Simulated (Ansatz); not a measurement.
# GaO+ (singlet): from Hartree-Fock to the top rungs at distance O1–Ga2 = 3.145 Å, cc-pVDZ

How much of the correlation energy of GaO+ (singlet) does each wave-function method recover here?

Program: Ansatz 0.2.0, Gaussian basis. Level of theory: cc-pVDZ, core rule «outside noble gas», up to 15 orbitals frozen. These are calculated values, not measurements.

The runs, in order: UHF; CCSD(T) on RHF; CCSD(T) on UHF; BCCD(T) on RHF; CISD; CCSDT(Q) on RHF; CCSDT(Q) on UHF; CCSDTQ on RHF; CCSDTQ on UHF; CASSCF and MRCISD+Q, 2 electrons in 2 orbitals; CASSCF and NEVPT2, 2 electrons in 2 orbitals; CASSCF and MRCISD+Q, 8 electrons in 8 orbitals; CASSCF and NEVPT2, 8 electrons in 8 orbitals; Full CI.

4 further runs of the same task are left out: 4 for a known fault of the program. Runs told in other sessions of the task aren't counted.

## 1. The system

The geometry derives from a PBE0/def2-TZVP stationary point (not a proven minimum). One bond is set to the value named and the two fragments are kept rigid. No spin-orbit coupling is included. The filled d shell of Ga may be among the frozen orbitals whatever the setting's name suggests.

2 atoms, charge 1, spin multiplicity 1.

Atoms are counted from 1 here; the program's logs count them from 0.

No contacts short enough for the rule that draws bonds.

## 2. UHF

in.yaml reads:

```yaml
crystal:
  periodic: [false, false, false]
  atoms:
    - {symbol: O, position_ang: [0.000000, 0.000000, 0.000000]}
    - {symbol: Ga, position_ang: [0.000000, 0.000000, 3.145000]}
basis:
  gaussian: {orbitals: cc-pVDZ}
total_charge: 1
magnetization: {spin_polarized: true, initial_magnetization: 0}
hamiltonian: {xc: hf}
output: {orbitals: {seedname: orbitals}}
```

Run with:

```
> ansatz run in.yaml --threads 1 --pin off --events-out ev --progress --plain --max-ram 2816MiB --backend cpu
```

After this run come: CCSD(T) on RHF; CCSD(T) on UHF; BCCD(T) on RHF; CISD; CCSDT(Q) on RHF; CCSDT(Q) on UHF; CCSDTQ on RHF; CCSDTQ on UHF; CASSCF and MRCISD+Q, 2 electrons in 2 orbitals; CASSCF and NEVPT2, 2 electrons in 2 orbitals; CASSCF and MRCISD+Q, 8 electrons in 8 orbitals; CASSCF and NEVPT2, 8 electrons in 8 orbitals; Full CI.

Before running them: what should the planned runs give, taken together? Wanted: FCI from the RHF energy; RMP2 from FCI; RCCSD from FCI; RCCSD(T) from FCI; RCCSDT(Q) from FCI; NEVPT2 pair from FCI; MRCISD+Q pair from FCI; NEVPT2 valence from FCI; T1 diagnostic.

As calculated:

```
                         quantity                                                        value
          FCI from the RHF energy                                                   -5.5718 eV
                    RMP2 from FCI                                                +157.5 kJ/mol
                   RCCSD from FCI                                                 +35.9 kJ/mol
                RCCSD(T) from FCI                                                 +16.8 kJ/mol
               RCCSDT(Q) from FCI                                                  -0.2 kJ/mol
             NEVPT2 pair from FCI                                                 +71.7 kJ/mol
           MRCISD+Q pair from FCI                                                  -2.8 kJ/mol
          NEVPT2 valence from FCI                                                 +71.0 kJ/mol
levels within 1 kcal/mol (43 meV)  RCCSDT, RCCSDT(Q), RCCSDTQ, MRCISD+Q pair, MRCISD+Q valence
                    T1 diagnostic                                                        0.006
   effectively unpaired electrons                                                         2.05
```

In words: RCCSD(T) misses by +16.8 kJ/mol, 3.1 % of the correlation energy. RCCSDT(Q), MRCISD+Q pair, MRCISD+Q valence fall below full CI, which methods that aren't variational can do. With 2.1 effectively unpaired electrons against 0 the state is strongly multireference. Of the multireference levels listed MRCISD+Q valence comes nearest in total energy (-1.0 kJ/mol), which doesn't show that its space is the better one. These misses are within one basis, not against nature.

The restricted and unrestricted ladders end 2.18 eV apart at CCSDT(Q), which points to two states or an unsound top rung; rows of one don't measure the error of the other.
